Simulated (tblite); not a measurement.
# C4H10N2OSi: the cost of one run

The runs use tblite 0.8.0 and PySCF 2.14.0, with density-fitted response routines of our own; the level of theory stands in each step. All values are computed, except where a source is named. Atoms count from 0, in the outputs and in this text.

## Step 1: Starting geometry

18 atoms, charge 0, multiplicity 1; geometry from: force field or distance geometry start.

Bonds of the start (Å): C0–N1 1.28, N1–Si2 1.75, Si2–N3 1.81, N3–C4 1.44, N3–C5 1.43, C5–C6 1.47, C5–O7 1.27, C0–H8 1.10, C0–H9 1.09, Si2–H10 1.45, Si2–H11 1.49, C4–H12 1.12, C4–H13 1.11, C4–H14 1.10, C6–H15 1.10, C6–H16 1.13, C6–H17 1.13.

## Step 2: Optimising the geometry with GFN2-xTB

What the job is given:

```
{"job": {"kind": "relax", "xc": "GFN2-xTB", "basis": "xTB"}, "charge": 0, "multiplicity": 1}
C      3.131100    -1.345200    -0.188600
N      2.003200    -0.908300     0.238700
Si     1.411100     0.723600    -0.015300
N     -0.374900     0.560600    -0.292900
C     -1.156800     1.752800    -0.526600
C     -0.954100    -0.748900    -0.243700
C     -2.386800    -1.018500    -0.446300
O     -0.172100    -1.721600    -0.012000
H      3.423900    -2.384900     0.029200
H      3.804800    -0.715700    -0.772000
H      2.032000     1.420800    -1.126700
H      1.507100     1.468900     1.267500
H     -0.533700     2.521500    -1.061500
H     -2.045100     1.526500    -1.160300
H     -1.400200     2.199900     0.450800
H     -2.606300    -1.292200    -1.483900
H     -2.984000    -0.120200    -0.106600
H     -2.708000    -1.912800     0.173900
```

Run with:

```
OMP_NUM_THREADS=1 python probes_run.py task.json out
```

The driver reads the jobs from task.json and runs them one after another.

Q: Estimate the wall time and peak memory of this first job on 1 thread of AMD EPYC, shared host.

About 2.9 s, with a peak of 0.18 GiB.
